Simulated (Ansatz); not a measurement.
**GeH4Se: how energies converge with the basis set**

One table from this session's results is given with a row withheld; the runs are named, their logs left out.

Program: Ansatz 0.2.0, Gaussian basis. Level of theory: one geometry, several basis sets. These are calculated values, not measurements.

The runs, in order: PBE0-D4/def2-SVP; ωB97M-V/def2-SVP; PBE0-D4/def2-QZVPP; ωB97M-V/def2-QZVPP; the functionals' def2-TZVPP values are taken from earlier runs.

### Structure used throughout

An earlier PBE0-D4 in a triple-zeta def2 set relaxation fixed the geometry.

SMILES `[GeH3][SeH]`, 6 atoms, charge 0, spin multiplicity 1.

Atoms are counted from 1 here; the program's logs count them from 0.

Bond lengths: Ge1–Se2 2.357 Å, Ge1–H3 1.536 Å, Ge1–H4 1.533 Å, Ge1–H5 1.536 Å, Se2–H6 1.469 Å. Angles: Se2–Ge1–H3 110.4°, Se2–Ge1–H4 104.9°, Se2–Ge1–H5 110.4°, H3–Ge1–H4 110.5°, H3–Ge1–H5 110.0°, H4–Ge1–H5 110.5°, Ge1–Se2–H6 93.0°.

Set-up of the first run:

File in.yaml:

```yaml
crystal:
  periodic: [false, false, false]
  atoms:
    - {symbol: Ge, position_ang: [-0.230442, -0.302881, -0.474954]}
    - {symbol: Se, position_ang: [-0.201271, 0.977657, 1.503363]}
    - {symbol: H, position_ang: [0.398442, -1.682307, -0.230377]}
    - {symbol: H, position_ang: [-1.714909, -0.444898, -0.831355]}
    - {symbol: H, position_ang: [0.525152, 0.426419, -1.595263]}
    - {symbol: H, position_ang: [1.265229, 0.961910, 1.582386]}
basis:
  gaussian: {orbitals: def2-SVP}
hamiltonian: {xc: pbe0, dispersion: d4}
output: {orbitals: {seedname: orbitals}}
```

The run is started by

```
$ ansatz run in.yaml --threads 4 --pin off --events-out ev --progress --plain --max-ram 10444MiB
```

Among the steps run: PBE0-D4 in def2-SVP; ωB97M-V in def2-SVP; PBE0-D4 in def2-QZVPP; ωB97M-V in def2-QZVPP.

One of the session's tables, all rows but one given; the rest of the session is left out.

It belongs to the step «Functionals by basis». 

```
functional       basis  HOMO (eV)  LUMO (eV)
   PBE0-D4    def2-SVP          ?          ?
   PBE0-D4  def2-TZVPP      -6.96      -0.33
   PBE0-D4  def2-QZVPP      -6.97      -0.47
   ωB97M-V    def2-SVP      -8.97       1.90
   ωB97M-V  def2-TZVPP      -9.11       1.50
   ωB97M-V  def2-QZVPP      -9.13       1.11
```

Q: Estimate the row for PBE0-D4, def2-SVP from the others.

**Answer.** HOMO (eV): -6.83; LUMO (eV): -0.04. In the column «HOMO (eV)» it is the highest.
